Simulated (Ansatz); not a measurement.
# Rh: the cost of one run

Program: Ansatz 0.2.0. Level of theory: DFT PBEsol, scalar-relativistic. These are calculated values, not measurements.

2 further runs of the same task are left out: 2 set aside as unsound or not needed.

## Step 1: The starting structure

Symmetry: Fm-3m, No. 225, cubic system. Conventional cell: a = 3.803 Å, b = 3.803 Å, c = 3.803 Å, α = 90.00°, β = 90.00°, γ = 90.00°. Rh (site symmetry m-3m) is surrounded by 12 Rh at 2.69 Å.

Coordinates:

```
Rh
1.0
     0.00000    1.90155    1.90155
     1.90155    0.00000    1.90155
     1.90155    1.90155    0.00000
Rh
1
Direct
  0.00000 0.00000 0.00000
```

## Step 2: The deformed structure

Space group Fm-3m before, I4/mmm after.

## Step 3: Full-potential LAPW

Input file input.yaml:

```yaml
crystal:
  lattice:
    - [0.0, 1.90155, 1.8825345]
    - [1.90155, 0.0, 1.8825345]
    - [1.90155, 1.90155, 0.0]
  atoms:
    - { symbol: Rh, position: [0.0, 0.0, 0.0] }
kpoints:
  mp_grid: { grid: [16, 16, 16] }
  band_path:
    path:
      - [0.0, 0.0, 0.0]
      - [0.0, 0.5, 0.5]
      - [0.25, 0.75, 0.5]
      - [0.0, 0.5, 0.0]
      - [0.0, 0.0, 0.0]
      - [0.5, 0.5, 0.0]
      - [0.3775380063, 0.6224619937, 0.0]
      - [-0.3775380063, 0.3775380063, 0.0]
      - [0.0, 0.0, 0.0]
    npoints: 5
scf:
  occupations: { method: fermi_dirac, width: 0.08 }
hamiltonian:
  xc: pbesol
  pseudopotentials: { kind: all_electron, lapw: { basis_error: 0.001 } }
output:
  forces: true
  stress: true
  eigenvalues: true
```

On the command line:

```
$ ansatz run input.yaml --threads 1 --pin off --max-ram 3072MiB --backend cpu --events-out ev --progress --plain --runs-dir out
```

Q: Estimate wall time and peak memory on 1 thread of Arm Neoverse V1, shared host.

About 33 s, with a peak of 0.49 GiB.
